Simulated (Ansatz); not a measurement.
# CH3AuS: the cost of one run

All numbers below are computed with Ansatz 0.2.0 (RKS PBE/def2-SVP).

1 further run of the same task is left out (it didn't finish).

**1. Starting point**

Bond lengths: C1–S2 1.752 Å, S2–Au3 2.145 Å, C1–H4 1.086 Å, C1–H5 1.116 Å, C1–H6 1.151 Å. Angles: C1–S2–Au3 141.3°, S2–C1–H4 111.6°, S2–C1–H5 113.7°, S2–C1–H6 112.4°, H4–C1–H5 104.3°, H4–C1–H6 106.8°, H5–C1–H6 107.4°.

Coordinates:

```xyz
6

C    -0.4103    0.4114   -0.3511
S     0.3117   -1.0569    0.2760
Au    1.9143   -1.7309    1.5315
H    -1.2437    0.1965   -1.0142
H     0.2859    1.0234   -0.9719
H    -0.8159    1.0924    0.4835
```

**2. Relaxing end A**

Input file input.yaml:

```yaml
crystal:
  periodic: [false, false, false]
  atoms:
    - { symbol: C, position_ang: [-0.4103, 0.4114, -0.3511] }
    - { symbol: S, position_ang: [0.3117, -1.0569, 0.276] }
    - { symbol: Au, position_ang: [1.9143, -1.7309, 1.5315] }
    - { symbol: H, position_ang: [-1.2437, 0.1965, -1.0142] }
    - { symbol: H, position_ang: [0.2859, 1.0234, -0.9719] }
    - { symbol: H, position_ang: [-0.8159, 1.0924, 0.4835] }
basis:
  gaussian: { orbitals: def2-SVP }
hamiltonian:
  xc: pbe
relax:
  f_tol: 0.02
  max_steps: 50
```

Run with:

```
$ ansatz run input.yaml --threads 1 --pin off --max-ram 2048MiB --backend cpu --events-out ev --progress --plain --runs-dir out
```

Q: Estimate wall time and peak memory on 1 thread of Arm Neoverse V2, shared host.

About 18 s, with a peak of 0.14 GiB.
